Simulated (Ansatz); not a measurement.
# C2H9AlSi2: a ladder of functionals and wavefunction methods

The task here is to estimate one member of a computed series from the others.

Method: functionals in def2-TZVPP, the program's frozen cores in correlated methods; program: Ansatz 0.2.0, Gaussian basis.

The runs, in order: PBE-D4, r2SCAN-D4, PBE0-D4, B3LYP-D4, ωB97X-V, ωB97M-V, B2PLYP; CCSD(T)/def2-TZVPP; MP2/def2-QZVPP; extrapolation to the limit.

## Structure used throughout

The geometry comes from an earlier relaxation with PBE0-D4 in a triple-zeta def2 set; it is a stationary point, not always the lowest conformer.

SMILES `C[SiH2][Al]1[CH2][SiH2]1`, 14 atoms, charge 0, spin multiplicity 1.

Atoms are counted from 1 here; the program's logs count them from 0.

Bond lengths: C1–Si2 1.879 Å, C1–H6 1.092 Å, C1–H7 1.092 Å, C1–H8 1.092 Å, Si2–Al3 2.449 Å, Si2–H9 1.493 Å, Si2–H10 1.494 Å, Al3–C4 1.964 Å, Al3–Si5 2.341 Å, C4–Si5 1.918 Å, C4–H11 1.091 Å, C4–H12 1.093 Å, Si5–H13 1.489 Å, Si5–H14 1.489 Å. Angles: Si2–C1–H6 110.8°, Si2–C1–H7 110.6°, Si2–C1–H8 110.8°, H6–C1–H7 108.3°, H6–C1–H8 107.9°, H7–C1–H8 108.4°, C1–Si2–Al3 113.9°, C1–Si2–H9 110.0°, C1–Si2–H10 109.9°, Al3–Si2–H9 108.9°, Al3–Si2–H10 107.2°, H9–Si2–H10 106.7°, Si2–Al3–C4 142.3°, Si2–Al3–Si5 165.7°, C4–Al3–Si5 52.0°, Al3–C4–Si5 74.2°, Al3–C4–H11 121.5°, Al3–C4–H12 116.9° and more.

The first run:

Contents of in.yaml:

```yaml
crystal:
  periodic: [false, false, false]
  atoms:
    - {symbol: C, position_ang: [-2.788540, -0.118445, -1.077538]}
    - {symbol: Si, position_ang: [-1.244821, -1.159475, -0.827148]}
    - {symbol: Al, position_ang: [0.594878, 0.039070, 0.256786]}
    - {symbol: C, position_ang: [2.489503, -0.136813, 0.745279]}
    - {symbol: Si, position_ang: [1.944804, 1.591057, 1.374865]}
    - {symbol: H, position_ang: [-2.577881, 0.740360, -1.718048]}
    - {symbol: H, position_ang: [-3.578844, -0.709380, -1.545962]}
    - {symbol: H, position_ang: [-3.160621, 0.257749, -0.122517]}
    - {symbol: H, position_ang: [-0.768659, -1.690159, -2.138658]}
    - {symbol: H, position_ang: [-1.563697, -2.344409, 0.024724]}
    - {symbol: H, position_ang: [3.274628, -0.158891, -0.012329]}
    - {symbol: H, position_ang: [2.732959, -0.852459, 1.535072]}
    - {symbol: H, position_ang: [2.612139, 2.729352, 0.685010]}
    - {symbol: H, position_ang: [2.021151, 1.783042, 2.849267]}
basis:
  gaussian: {orbitals: def2-TZVPP}
hamiltonian: {xc: pbe, dispersion: d4}
output: {forces: true, orbitals: {seedname: orbitals}}
```

Run with:

```sh
> ansatz run in.yaml --threads 4 --pin off --events-out ev --progress --plain --max-ram 10444MiB
```

Steps of the session up to this table: PBE-D4 (GGA); r2SCAN-D4 (meta-GGA); PBE0-D4 (hybrid); B3LYP-D4 (hybrid); ωB97X-V (range-separated); ωB97M-V (range-separated); B2PLYP (double hybrid); CCSD(T) in def2-TZVPP; MP2 in def2-QZVPP.

One table of the session follows, with a row left open; its other results are not shown here.

```
            method  atomisation energy (eV)
            PBE-D4                   47.554
         r2SCAN-D4                   47.542
           PBE0-D4                   47.271
          B3LYP-D4                        ?
           ωB97X-V                   47.582
           ωB97M-V                   47.320
            B2PLYP                   46.597
     HF/def2-TZVPP                   35.544
    MP2/def2-TZVPP                   46.186
   CCSD/def2-TZVPP                   45.593
CCSD(T)/def2-TZVPP                   46.162
           MP2/CBS                   47.329
       CCSD(T)/CBS                   47.305
```

**Question.** Estimate the row for B3LYP-D4.

As computed: atomisation energy (eV): 47.172. In the column «atomisation energy (eV)» it lies between B2PLYP (46.597) and PBE0-D4 (47.271).
